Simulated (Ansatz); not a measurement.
# C2H4BrFSi: up Jacob's ladder to CCSD(T)

One table from this session's results is given with a row withheld; the runs are named, their logs left out.

Computed with Ansatz 0.2.0, Gaussian basis. Level: functionals in def2-TZVPP, the program's frozen cores in correlated methods.

Levels to be run: PBE-D4, r2SCAN-D4, PBE0-D4, B3LYP-D4, ωB97X-V, ωB97M-V, B2PLYP; CCSD(T)/def2-TZVPP; MP2/def2-QZVPP; extrapolation to the limit.

## The geometry

An earlier PBE0-D4 in a triple-zeta def2 set relaxation fixed the geometry.

SMILES `F[C@H]1C[Si@@H]1Br`, 9 atoms, charge 0, spin multiplicity 1.

Atoms are counted from 1 here; the program's logs count them from 0.

Bond lengths: F1–C2 1.369 Å, C2–C3 1.536 Å, C2–Si4 1.850 Å, C2–H6 1.088 Å, C3–Si4 1.844 Å, C3–H7 1.089 Å, C3–H8 1.085 Å, Si4–Br5 2.202 Å, Si4–H9 1.473 Å. Angles: F1–C2–C3 116.2°, F1–C2–Si4 123.9°, F1–C2–H6 110.9°, C3–C2–Si4 65.2°, C3–C2–H6 114.5°, Si4–C2–H6 118.3°, C2–C3–Si4 65.6°, C2–C3–H7 113.4°, C2–C3–H8 117.6°, Si4–C3–H7 112.4°, Si4–C3–H8 126.5°, H7–C3–H8 113.0°, C2–Si4–C3 49.1°, C2–Si4–Br5 119.7°, C2–Si4–H9 121.7°, C3–Si4–Br5 121.7°, C3–Si4–H9 118.6°, Br5–Si4–H9 112.4°.

The first run:

in.yaml

```yaml
crystal:
  periodic: [false, false, false]
  atoms:
    - {symbol: F, position_ang: [-0.744074, -1.246929, 1.538158]}
    - {symbol: C, position_ang: [-0.188323, -0.149911, 0.935680]}
    - {symbol: C, position_ang: [0.890161, -0.429307, -0.122021]}
    - {symbol: Si, position_ang: [-0.613278, 0.416379, -0.774005]}
    - {symbol: Br, position_ang: [-0.619094, 2.568553, -1.238735]}
    - {symbol: H, position_ang: [0.087301, 0.600618, 1.673822]}
    - {symbol: H, position_ang: [0.941090, -1.475044, -0.421450]}
    - {symbol: H, position_ang: [1.867978, 0.016473, 0.026473]}
    - {symbol: H, position_ang: [-1.533161, -0.347032, -1.634923]}
basis:
  gaussian: {orbitals: def2-TZVPP}
hamiltonian: {xc: pbe, dispersion: d4}
output: {forces: true, orbitals: {seedname: orbitals}}
```

On the command line:

```
ansatz run in.yaml --threads 4 --pin off --events-out ev --progress --plain --max-ram 10444MiB
```

Among the steps run: PBE-D4 (GGA); r2SCAN-D4 (meta-GGA); PBE0-D4 (hybrid); B3LYP-D4 (hybrid); ωB97X-V (range-separated); ωB97M-V (range-separated); B2PLYP (double hybrid); CCSD(T) in def2-TZVPP; MP2 in def2-QZVPP.

One table of the session follows, with a row left open; its other results are not shown here.

| method | atomisation energy (kJ/mol) |
| --- | --- |
| PBE-D4 | 3307.8 |
| r2SCAN-D4 | 3245.5 |
| PBE0-D4 | 3243.9 |
| B3LYP-D4 | 3201.6 |
| ωB97X-V | 3234.7 |
| ωB97M-V | 3227.4 |
| B2PLYP | 3172.4 |
| HF/def2-TZVPP | 2310.0 |
| MP2/def2-TZVPP | 3203.7 |
| CCSD/def2-TZVPP | 3068.6 |
| CCSD(T)/def2-TZVPP | ? |
| MP2/CBS | 3300.1 |
| CCSD(T)/CBS | 3222.2 |

**Question.** Estimate the row for CCSD(T)/def2-TZVPP.

The run gave: atomisation energy (kJ/mol): 3125.7. In the column «atomisation energy (kJ/mol)» it lies between CCSD/def2-TZVPP (3068.6) and B2PLYP (3172.4).
